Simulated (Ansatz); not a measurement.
# Zr6GeRu: the cost of one run

Program: Ansatz 0.2.0. Level of theory: DFT PBE, scalar-relativistic, plane waves, PAW, unless a step names another level. These are calculated values, not measurements.

20 further runs of the same task are left out: 1 that didn't finish, 19 set aside as unsound or not needed.

## Step 1: Plan

Pauling electronegativities: Zr 1.33, Ge 2.01, Ru 2.20 (spread 0.87). No set of common oxidation states balances it. Tabulated atomic sizes suggest about 16 Å³/atom. 26 candidates were drawn, by swapping species into database cells of other compounds, at random by space group and Wyckoff sites, or by hand, as the table says:

```tsv
name	made from	space group no.	Wyckoff sites	atoms (primitive cell)	V (Å³/atom)
c01	random	166	Zr 18f; Ge 3b; Ru 3a	8	17.0
c02	random	216	Zr 16e, 4d, 4c; Ge 4b; Ru 4a	8	19.0
c03	random	166	Zr 18g; Ge 3b; Ru 3a	8	19.7
c04	random	216	Zr 24f; Ge 4b; Ru 4c	8	20.4
c05	built by hand: Layered bcc superstructure	123	Zr 2h, 2h, 2g; Ge 1b; Ru 1a	8	20.5
c06	random	221	Zr 6f; Ge 1a; Ru 1b	8	20.0
c07	database cell of Nb6SiSn	200	Zr 6f; Ge 1b; Ru 1a	8	17.2
c08	database cell of LaGa6Pd	123	Zr 4i, 2h; Ge 1a; Ru 1b	8	16.2
c09	random	225	Zr 24e; Ge 4b; Ru 4a	8	17.8
c10	random	221	Zr 3d, 3c; Ge 1a; Ru 1b	8	19.3
c11	random	139	Zr 4c, 8f; Ge 2a; Ru 2b	8	17.5
c12	database cell of MnCuPt6	225	Zr 24d; Ge 4a; Ru 4b	8	16.5
c13	random	164	Zr 6i; Ge 1a; Ru 1b	8	19.6
c14	database cell of TaNbAl6	123	Zr 1c, 1b, 4i; Ge 1d; Ru 1a	8	16.6
c15	random	123	Zr 2g, 2f, 2e; Ge 1b; Ru 1c	8	18.8
c16	database cell of MnAlNi6	123	Zr 1c, 1d, 4i; Ge 1b; Ru 1a	8	16.6
c17	built by hand: Ordered Ni3Sn (D019)	187	Zr 3j, 3k; Ge 1e; Ru 1b	8	20.5
c18	database cell of Nb6GaSn	200	Zr 6f; Ge 1a; Ru 1b	8	17.1
c19	random	139	Zr 8i, 4c; Ge 2a; Ru 2b	8	20.7
c20	database cell of GdHoAl6	187	Zr 3k, 3j; Ge 1e; Ru 1b	8	17.9
c21	random	191	Zr 4h, 2d; Ge 1a; Ru 1b	8	19.7
c22	built by hand: Ordered A15 (Cr3Si)	200	Zr 6f; Ge 1a; Ru 1b	8	20.6
c23	built by hand: Rock-salt ordered Cu3Au	225	Zr 24d; Ge 4a; Ru 4b	8	20.5
c24	random	221	Zr 3c, 3d; Ge 1b; Ru 1a	8	20.4
c25	random	225	Zr 24d; Ge 4b; Ru 4a	8	19.1
c26	database cell of GaNi6Ge	123	Zr 1c, 1d, 4i; Ge 1a; Ru 1b	8	15.1
```

## Step 2: Screening run of c05

Input file input.yaml:

```yaml
crystal:
  lattice:
    - [3.45, 0.0, 0.0]
    - [0.0, 3.45, 0.0]
    - [0.0, 0.0, 13.8]
  atoms:
    - { symbol: Zr, position: [0.5, 0.5, 0.375] }
    - { symbol: Zr, position: [0.5, 0.5, 0.625] }
    - { symbol: Zr, position: [0.5, 0.5, 0.875] }
    - { symbol: Zr, position: [0.0, 0.0, 0.75] }
    - { symbol: Zr, position: [0.5, 0.5, 0.125] }
    - { symbol: Zr, position: [0.0, 0.0, 0.25] }
    - { symbol: Ge, position: [0.0, 0.0, 0.5] }
    - { symbol: Ru, position: [0.0, 0.0, 0.0] }
basis:
  ecutwfc: 420
kpoints:
  mp_grid: { grid: [5, 5, 2] }
hamiltonian:
  xc: pbe
scf:
  occupations: { method: gaussian, width: 0.2 }
  lower_state_search: "off"
output:
  forces: true
  stress: true
  eigenvalues: true
relax:
  adjacent_minimum: "off"
  f_tol: 0.08
  max_steps: 16
  cell: { stress_tol: 0.8 }
```

Started as:

```bash
$ ansatz run input.yaml --threads 1 --pin off --max-ram 2560MiB --backend cpu --events-out ev --progress --plain --runs-dir out
```

Q: Estimate wall time and peak memory on 1 thread of Intel Xeon at 2.70GHz, shared host.

About 64 s, with a peak of 0.52 GiB.
